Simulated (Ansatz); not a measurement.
**H5OPSSi: small, medium and large basis sets**

The task here is to estimate one member of a computed series from the others.

The runs use Ansatz 0.2.0, Gaussian basis; one geometry, several basis sets.

The runs, in order: PBE0-D4/def2-SVP; ωB97M-V/def2-SVP; PBE0-D4/def2-QZVPP; ωB97M-V/def2-QZVPP; the functionals' def2-TZVPP values are taken from earlier runs.

### The geometry

All runs share one geometry, relaxed beforehand with PBE0-D4 in a triple-zeta def2 set.

SMILES `OP([SiH3])S`, 9 atoms, charge 0, spin multiplicity 1.

Atoms are counted from 1 here; the program's logs count them from 0.

Bond lengths: O1–P2 1.647 Å, O1–H5 0.964 Å, P2–Si3 2.276 Å, P2–S4 2.112 Å, Si3–H6 1.491 Å, Si3–H7 1.486 Å, Si3–H8 1.484 Å, S4–H9 1.345 Å. Angles: P2–O1–H5 114.7°, O1–P2–Si3 102.2°, O1–P2–S4 105.7°, Si3–P2–S4 92.2°, P2–Si3–H6 110.8°, P2–Si3–H7 107.8°, P2–Si3–H8 109.1°, H6–Si3–H7 108.9°, H6–Si3–H8 110.2°, H7–Si3–H8 110.1°, P2–S4–H9 96.5°.

Set-up of the first run:

Input file in.yaml:

```yaml
crystal:
  periodic: [false, false, false]
  atoms:
    - {symbol: O, position_ang: [-0.410845, 1.077836, -1.615406]}
    - {symbol: P, position_ang: [-0.910868, -0.164037, -0.655887]}
    - {symbol: Si, position_ang: [1.053090, -0.922233, 0.208594]}
    - {symbol: S, position_ang: [-1.472070, 0.721331, 1.178041]}
    - {symbol: H, position_ang: [0.177053, 1.707843, -1.184352]}
    - {symbol: H, position_ang: [1.758461, 0.162421, 0.949534]}
    - {symbol: H, position_ang: [1.906616, -1.366503, -0.924071]}
    - {symbol: H, position_ang: [0.775218, -2.064148, 1.114789]}
    - {symbol: H, position_ang: [-2.788155, 0.801190, 0.911557]}
basis:
  gaussian: {orbitals: def2-SVP}
hamiltonian: {xc: pbe0, dispersion: d4}
output: {orbitals: {seedname: orbitals}}
```

On the command line:

```
ansatz run in.yaml --threads 2 --pin off --events-out ev --progress --plain --max-ram 4352MiB
```

Among the steps run: PBE0-D4 in def2-SVP; ωB97M-V in def2-SVP; PBE0-D4 in def2-QZVPP; ωB97M-V in def2-QZVPP.

One table of the session follows, with a row left open; its other results are not shown here.

It belongs to the step «Density functionals: the series». 

| functional | basis | HOMO (eV) |
| --- | --- | --- |
| PBE0-D4 | def2-SVP | -7.02 |
| PBE0-D4 | def2-TZVPP | -7.09 |
| PBE0-D4 | def2-QZVPP | -7.12 |
| ωB97M-V | def2-SVP | ? |
| ωB97M-V | def2-TZVPP | -9.14 |
| ωB97M-V | def2-QZVPP | -9.18 |

Estimate the missing values for ωB97M-V, def2-SVP.

As computed: HOMO (eV): -9.04. In the column «HOMO (eV)» it lies between ωB97M-V, def2-TZVPP (-9.14) and PBE0-D4, def2-QZVPP (-7.12).
